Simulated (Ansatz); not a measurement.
# ZnS: the cost of one run

Program: Ansatz 0.2.0. Level of theory: DFT PBE, scalar-relativistic, plane waves, PAW. These are calculated values, not measurements.

## 1. The structure to begin with

Symmetry: P6_3mc, No. 186, hexagonal system. Conventional cell: a = 3.823 Å, b = 3.823 Å, c = 12.520 Å, α = 90.00°, β = 90.00°, γ = 120.00°. Around Zn (site symmetry 3m) lie 4 S at 2.34 to 2.35 Å. S (site symmetry 3m) is surrounded by 4 Zn at 2.34 to 2.35 Å.

Coordinates:

```xyz
8
Lattice="3.8227 0.0000 0.0000 -1.9114 3.3106 0.0000 0.0000 0.0000 12.5200" Properties=species:S:1:pos:R:3 pbc="T T T"
Zn    0.0000    0.0000    0.0000
Zn    0.0000    0.0000    6.2600
Zn    0.0000    2.2070    3.1300
Zn    1.9114    1.1035    9.3900
S     0.0000    0.0000    2.3475
S     0.0000    0.0000    8.6075
S     0.0000    2.2070    5.4775
S     1.9114    1.1035   11.7375
```

No relaxation comes first: the listed cell is the starting point.

## 2. The undisturbed cell

Input file input.yaml:

```yaml
crystal:
  lattice:
    - [3.8227020304, 0.0, 0.0]
    - [-1.9113510152, 3.3105570694, 0.0]
    - [0.0, 0.0, 12.52]
  atoms:
    - { symbol: Zn, position: [0.0, 0.0, 0.0] }
    - { symbol: Zn, position: [0.0, 0.0, 0.5] }
    - { symbol: Zn, position: [0.3333333333, 0.6666666667, 0.25] }
    - { symbol: Zn, position: [0.6666666667, 0.3333333333, 0.75] }
    - { symbol: S, position: [0.0, 0.0, 0.1875] }
    - { symbol: S, position: [0.0, 0.0, 0.6875] }
    - { symbol: S, position: [0.3333333333, 0.6666666667, 0.4375] }
    - { symbol: S, position: [0.6666666667, 0.3333333333, 0.9375] }
basis:
  ecutwfc: 420
kpoints:
  mp_grid: { grid: [12, 12, 4] }
hamiltonian:
  xc: pbe
scf:
  occupations: { method: gaussian, width: 0.05 }
output:
  forces: true
  stress: true
  eigenvalues: true
  write_density: true
  write_potential: true
  elf: true
  volumetric_format: npy
```

Started as:

```sh
$ ansatz run input.yaml --threads 2 --pin off --max-ram 5120MiB --backend cpu --events-out ev --progress --plain --runs-dir out
```

**Question.** How long does this run take on 2 threads of Arm Neoverse V2, shared host, and how much memory does it need?

About 26 s, with a peak of 0.57 GiB.
